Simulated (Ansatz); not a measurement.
# In2GeO2: the cost of one run

Method: DFT PBE, scalar-relativistic, plane waves, PAW, in Ansatz 0.2.0.

2 further runs of the same task are left out: 1 that didn't finish, 1 set aside as unsound or not needed.

## 1. Starting point

Symmetry: P3m1, No. 156, trigonal system. Conventional cell: a = 4.271 Å, b = 4.271 Å, c = 5.364 Å, α = 90.00°, β = 90.00°, γ = 120.00°. In (site symmetry 3m) has 5 O at 2.51 to 2.73 Å and 3 Ge at 2.80 Å and 3 In at 2.84 Å in its first shell of neighbours. Around In (site symmetry 3m) lie 2 Ge at 2.62 to 2.74 Å and 6 O at 2.65 to 2.79 Å and 3 In at 2.84 Å. Ge (site symmetry 3m) has 5 In at 2.62 to 2.80 Å and 3 O at 2.79 Å in its first shell of neighbours. O (site symmetry 3m) has 5 In at 2.64 to 2.79 Å and 3 Ge at 2.79 Å in its first shell of neighbours. Around O (site symmetry 3m) lie 6 In at 2.51 to 2.65 Å.

Coordinates:

```
In Ge O
1.0
     4.27069    0.00000    0.00000
    -2.13535    3.69853    0.00000
     0.00000    0.00000    5.36385
In Ge O
2 1 2
Direct
  0.66667 0.33333 0.77232
  0.33333 0.66667 0.50779
  0.33333 0.66667 0.01859
  0.66667 0.33333 0.26384
  0.00000 0.00000 0.68746
```

The cell is invented: species swapped into a database cell of Sn2Pd2Au (P3m1, No. 156), with O on the Sn sites, In on the Pd sites and Ge on the Au sites. Lengths come from tabulated atomic sizes and are only a guess.

## 2. A first look at the guess

Contents of input.yaml:

```yaml
crystal:
  lattice:
    - [4.27069381, 0.0, 0.0]
    - [-2.1353469, 3.69852933, 0.0]
    - [0.0, 0.0, 5.36385046]
  atoms:
    - { symbol: In, position: [0.66666667, 0.33333333, 0.77231598] }
    - { symbol: In, position: [0.33333333, 0.66666667, 0.50779402] }
    - { symbol: Ge, position: [0.33333333, 0.66666667, 0.018588] }
    - { symbol: O, position: [0.66666667, 0.33333333, 0.263845] }
    - { symbol: O, position: [0.0, 0.0, 0.68745703] }
basis:
  ecutwfc: 420
kpoints:
  mp_grid: { grid: [6, 6, 4] }
hamiltonian:
  xc: pbe
scf:
  occupations: { method: gaussian, width: 0.1 }
  lower_state_search: "off"
output:
  forces: true
  stress: true
  eigenvalues: true
```

Launch:

```bash
$ ansatz run input.yaml --threads 1 --pin off --max-ram 2560MiB --backend cpu --events-out ev --progress --plain --runs-dir out
```

Q: Estimate wall time and peak memory on 1 thread of Intel Xeon at 2.50GHz (Skylake/Cascade Lake), shared host.

About 14 s, with a peak of 0.37 GiB.
